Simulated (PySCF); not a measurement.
# A workflow on GeH2OF2 (SMILES [OH][GeH]([F])[F])

Aim: a structure relaxation (HF/6-31G*), then vibrational wavenumbers, then a single-point energy (CF22D/aug-pc-2), then the excited states (EOM-CCSD/BFD-VDZ) of GeH2OF2. The job is set up through a Python script.

The results are computed with PySCF 2.14.0.

### 1 The system as given

The species is GeH2OF2 (6 atoms), meant as a singlet with charge 0. As SMILES, `[OH][GeH]([F])[F]`. All atoms were displaced at random from a relaxed shape. The run starts from this shape.

Bond lengths: O1–Ge2 1.812 Å, Ge2–F3 1.693 Å, Ge2–F4 1.851 Å, O1–H5 1.010 Å, Ge2–H6 1.496 Å. Angles: O1–Ge2–F3 106.5°, O1–Ge2–F4 106.6°, F3–Ge2–F4 99.4°, O1–Ge2–H6 109.4°, F3–Ge2–H6 115.7°, F4–Ge2–H6 118.3°, Ge2–O1–H5 113.6°.

### 2 A structure relaxation at HF/6-31G(d) (density fitting with def2-universal-jkfit, spherical functions) (run 1)

The input, input.xyz:

```xyz
6
F2GeH2O
O      0.058005     1.124668    -0.914903
Ge     0.083674    -0.040653     0.471919
F      0.995733    -1.372547    -0.037711
F     -1.590479    -0.827716     0.531854
H     -0.225730     0.705810    -1.789091
H      0.582558     0.656858     1.697335
```

The input, input.py:

```python
from pyscf import gto, scf
from pyscf.geomopt.geometric_solver import kernel as optimise

mol = gto.M(
    atom='input.xyz',
    basis='6-31g*',
    verbose=3,
    max_memory=1860,
)

mf = scf.RHF(mol)
mf = mf.density_fit(auxbasis='def2-universal-jkfit')
converged, mol_eq = optimise(mf, maxsteps=100, convergence_set='GAU_TIGHT')
print('converged:', converged)
print(mol_eq.tostring())

mf.reset(mol_eq)
mol = mol_eq
mf.kernel()
e_final = mf.e_tot
print('Final energy', e_final)
```

The run is started by

```console
OMP_NUM_THREADS=1 python input.py
```

The log of the run:

```text
convergence_set           GAU_TIGHT
maxiter                   100
----------------------------------------------------------
Custom engine selected.
Bonds will be generated from interatomic distances less than 1.20 times sum of covalent radii
18 internal coordinates being used (instead of 18 Cartesians)
Internal coordinate system (atoms numbered from 1):
Distance 1-2
Distance 1-5
Distance 2-3
Distance 2-4
Distance 2-6
Angle 2-1-5
Angle 1-2-3
Angle 1-2-4
Angle 1-2-6
Angle 3-2-4
Angle 3-2-6
Angle 4-2-6
Dihedral 5-1-2-3
Dihedral 5-1-2-4
Dihedral 5-1-2-6
Translation-X 1-6
Translation-Y 1-6
Translation-Z 1-6
Rotation-A 1-6
Rotation-B 1-6
Rotation-C 1-6
> ===== Optimization Info: ====
> Job type: Energy minimization
> Maximum number of optimization cycles: 100
> Initial / maximum trust radius (Angstrom): 0.100 / 0.300
> Convergence Criteria:
> Will converge when all 5 criteria are reached:
>  |Delta-E| < 1.00e-06
>  RMS-Grad  < 1.00e-05
>  Max-Grad  < 1.50e-05
>  RMS-Disp  < 4.00e-05
>  Max-Disp  < 6.00e-05
> === End Optimization Info ===

[... 12 lines left out ...]
converged SCF energy = -2350.05088215772
[... 22 lines left out ...]
converged SCF energy = -2350.06975722393
[... 45 lines left out ...]
converged SCF energy = -2350.07069322083
[... 45 lines left out ...]
converged SCF energy = -2350.07069902286
[... 45 lines left out ...]
converged SCF energy = -2350.07069914824
[... 45 lines left out ...]
converged SCF energy = -2350.07069931995
[... 45 lines left out ...]
converged SCF energy = -2350.07069940332
[... 45 lines left out ...]
converged SCF energy = -2350.07069940476
[... 35 lines left out ...]
Converged! =D
[... 1 line left out ...]
converged: True
O           0.04147787        1.07814626       -0.91906103
Ge          0.05305798       -0.05072923        0.39963999
F           1.03273184       -1.38175787       -0.01337242
F          -1.49879841       -0.73404936        0.56332347
H          -0.23841892        0.73065709       -1.75736230
H           0.51371064        0.60415311        1.68623529
converged SCF energy = -2350.07069940479
Final energy -2350.070699404791
```

Wall time 89 s (1 thread of Intel Xeon at 2.50GHz (Skylake/Cascade Lake), shared host); peak memory 0.22 GiB.

Steps, from the record of the run:

```
step  energy from the first frame kept (eV)  largest force (eV/Å)
   0                                 0.0000                4.3502
   1                                -0.5136                0.7508
   2                                -0.5364                0.2523
   3                                -0.5391                0.0748
   4                                -0.5392                0.0202
   5                                -0.5392                0.0039
   6                                -0.5392                0.0020
   7                                -0.5392                0.0024
   8                                -0.5392                0.0027
   9                                -0.5393                0.0025
  10                                -0.5393                0.0015
  11                                -0.5393                0.0004
  12                                -0.5393                0.0001
  13                                -0.5393                0.0001
  14                                -0.5393                0.0000
```

After the run. Bond lengths: O1–Ge2 1.736 Å, Ge2–F3 1.704 Å, Ge2–F4 1.704 Å, O1–H5 0.950 Å, Ge2–H6 1.515 Å. Angles: O1–Ge2–F3 109.1°, O1–Ge2–F4 109.1°, F3–Ge2–F4 103.5°, O1–Ge2–H6 111.5°, F3–Ge2–H6 111.6°, F4–Ge2–H6 111.6°, Ge2–O1–H5 115.8°.

### 3 Vibrational wavenumbers at HF/6-31G(d) (density fitting with def2-universal-jkfit, spherical functions) (run 2)

The input, geometry.xyz:

```xyz
6
F2GeH2O
O      0.073031     1.274698    -1.111067
Ge     0.084611     0.145823     0.207634
F      1.064283    -1.185206    -0.205377
F     -1.467247    -0.537497     0.371318
H     -0.206866     0.927209    -1.949368
H      0.545264     0.800705     1.494229
```

The input, input.py:

```python
from pyscf import gto, scf, symm
from pyscf.hessian import thermo

mol = gto.M(
    atom='geometry.xyz',
    verbose=3,
    max_memory=1860,
    basis='6-31g*',
    spin=0,
)

myscf = scf.RHF(mol)
myscf = myscf.density_fit(auxbasis='def2-universal-jkfit')
myscf.kernel()

energy = myscf.e_tot
print('E = %.10f Eh' % energy)
hess = myscf.Hessian().kernel()
modes = thermo.harmonic_analysis(mol, hess)
thermo.dump_normal_mode(mol, modes)
symm.geom.TOLERANCE = 1e-3  # for the symmetry number
th = thermo.thermo(myscf, modes['freq_au'], 500, 101325)
thermo.dump_thermo(mol, th)
```

The run is started by

```console
OMP_NUM_THREADS=1 python input.py
```

The log of the run:

```text
converged SCF energy = -2350.0706994048
[... 67 lines left out ...]
Gibbs free energy [Eh] -2350.09714
```

Wall time 67 s (1 thread of Intel Xeon at 2.50GHz (Skylake/Cascade Lake), shared host); peak memory 0.58 GiB.

### 4 A single-point energy at CF22D/aug-pc-2 (density fitting) (run 3)

The input, calc.py:

```python
from pyscf import gto, dft
from pyscf import df

mol = gto.M(
    atom=[
    ('O', (0.041478, 1.078146, -0.919061)),
    ('Ge', (0.053058, -0.050729, 0.399640)),
    ('F', (1.032732, -1.381758, -0.013372)),
    ('F', (-1.498798, -0.734049, 0.563323)),
    ('H', (-0.238419, 0.730657, -1.757362)),
    ('H', (0.513711, 0.604153, 1.686235)),
],
    max_memory=1860,
    spin=0,
    basis='aug-pc-2',
    verbose=3,
    charge=0,
)

myscf = dft.RKS(mol)
myscf.xc = 'cf22d'
myscf = myscf.density_fit(auxbasis=df.aug_etb(mol, beta=2.0))
myscf.kernel()

energy = myscf.e_tot
print('E = %.10f Eh' % energy)
```

The run is started by

```console
OMP_NUM_THREADS=1 python calc.py
```

The log of the run:

```text
converged SCF energy = -2353.48663703015
E = -2353.4866370302 Eh
```

Run time: 2.3 min. Hardware: 1 thread of Intel Xeon at 2.50GHz (Skylake/Cascade Lake), shared host; peak memory 1.2 GiB.

### 5 The excited states at EOM-CCSD/BFD-VDZ (core potential, root kind ee, spin of roots triplet) (run 4)

The input, input.xyz:

```xyz
6
F2GeH2O
O      0.041478     1.078146    -0.919061
Ge     0.053058    -0.050729     0.399640
F      1.032732    -1.381758    -0.013372
F     -1.498798    -0.734049     0.563323
H     -0.238419     0.730657    -1.757362
H      0.513711     0.604153     1.686235
```

The input, job.py:

```python
import numpy
from pyscf import gto, scf, cc

mol = gto.M(
    atom='input.xyz',
    max_memory=1860,
    basis='bfd-vdz',
    charge=0,
    ecp='bfd',
    verbose=4,
)

myscf = scf.RHF(mol)
myscf.kernel()

mycc = cc.CCSD(myscf)
mycc.kernel()
etot = mycc.e_tot
print('E(%s) = %.9f' % ('EOM-CCSD', etot))

e, vec = mycc.eomee_ccsd_triplet(nroots=6)
roots = numpy.atleast_1d(e) * 27.211386
print('EOM-EE-CCSD roots (eV)')
for i, w in enumerate(roots, 1):
    print('%3d %10.4f' % (i, w))
```

The run is started by

```console
OMP_NUM_THREADS=1 python job.py
```

The log of the run:

```text
PySCF version 2.14.0

[... 58 lines left out ...]
converged SCF energy = -68.7637697948554
[... 11 lines left out ...]
Init t2, MP2 energy = -69.4162204160937  E_corr(MP2) -0.652450621238237
[... 12 lines left out ...]
CCSD converged
[... 3 lines left out ...]
******** <class 'pyscf.cc.eom_rccsd.EOMEETriplet'> ********
max_space = 20
max_cycle = 50
conv_tol = 1e-07
partition = None
EOM-CCSD root 0 E = 0.2985069343289917  qpwt = 0.946928  conv = True
EOM-CCSD root 1 E = 0.3321094017765261  qpwt = 0.947667  conv = True
EOM-CCSD root 2 E = 0.3605980132019553  qpwt = 0.951728  conv = True
EOM-CCSD root 3 E = 0.3701284313291083  qpwt = 0.933666  conv = True
EOM-CCSD root 4 E = 0.3767822870187574  qpwt = 0.939764  conv = True
EOM-CCSD root 5 E = 0.3776928105658404  qpwt = 0.945409  conv = True
EOM-EE-CCSD roots (eV)
  1     8.1228
  2     9.0372
  3     9.8124
  4    10.0717
  5    10.2528
  6    10.2775
```

It took 5.1 min on 1 thread of Intel Xeon at 2.50GHz (Skylake/Cascade Lake), shared host; peak memory 0.5 GiB.

The roots found:

```csv
excited state,energy (eV)
1,8.123
2,9.037
3,9.812
4,10.072
5,10.253
6,10.278
```

### 6 Results

| quantity | value |
| --- | --- |
| run 1, HF/6-31G*: total energy at the end | -2350.07070 Eh |
| run 1, HF/6-31G*: dipole moment | 1.12 D |
| run 1, HF/6-31G*: HOMO energy | -14.58 eV |
| run 1, HF/6-31G*: LUMO energy | 3.88 eV |
| run 1, HF/6-31G*: HOMO–LUMO gap | 18.46 eV |
| run 2, HF/6-31G*: lowest harmonic wavenumber | 146 cm⁻¹ |
| run 2, HF/6-31G*: highest harmonic wavenumber | 4091 cm⁻¹ |
| run 2, HF/6-31G*: zero-point energy | 74.4 kJ/mol |
| run 2, HF/6-31G*: ideal-gas entropy at 500 K (symmetry number 1 as used) | 85.1 cal/(mol K) |
| run 3, CF22D/aug-pc-2: total energy | -2353.48664 Eh |
| run 3, CF22D/aug-pc-2: dipole moment | 1.20 D |
| run 3, CF22D/aug-pc-2: HOMO energy | -11.29 eV |
| run 3, CF22D/aug-pc-2: LUMO energy | -0.15 eV |
| run 3, CF22D/aug-pc-2: HOMO–LUMO gap | 11.14 eV |
| run 3, CF22D/aug-pc-2: dispersion energy | -0.12 kJ/mol |
| run 4, EOM-CCSD/BFD-VDZ: ground-state or mean-field energy | -69.43360 Eh |
| run 4, EOM-CCSD/BFD-VDZ: dipole moment (Hartree–Fock density) | 1.52 D |
| run 4, EOM-CCSD/BFD-VDZ: HOMO energy (Hartree–Fock orbitals) | -14.86 eV |
| run 4, EOM-CCSD/BFD-VDZ: LUMO energy (Hartree–Fock orbitals) | 3.34 eV |
| run 4, EOM-CCSD/BFD-VDZ: HOMO–LUMO gap (Hartree–Fock orbitals) | 18.20 eV |
| run 4, EOM-CCSD/BFD-VDZ: correlation energy | -669.8 mEh |
| run 4, EOM-CCSD/BFD-VDZ: T1 diagnostic | 0.013 |
| run 4, EOM-CCSD/BFD-VDZ: lowest triplet excitation energy | 8.12 eV |

**Reading.** The optimisation (run 1, HF/6-31G*) took 14 steps and changed the energy by -0.539 eV. All 12 modes (run 2, HF/6-31G*) are real, so the shape is a minimum at this level. The basis has no diffuse functions, so Rydberg states are missing or pushed up, and the true lowest state may lie lower. Mulliken charges (run 4, EOM-CCSD/BFD-VDZ) of the mean-field density run from -0.56 on O1 to +1.28 on Ge2; they depend strongly on the basis.
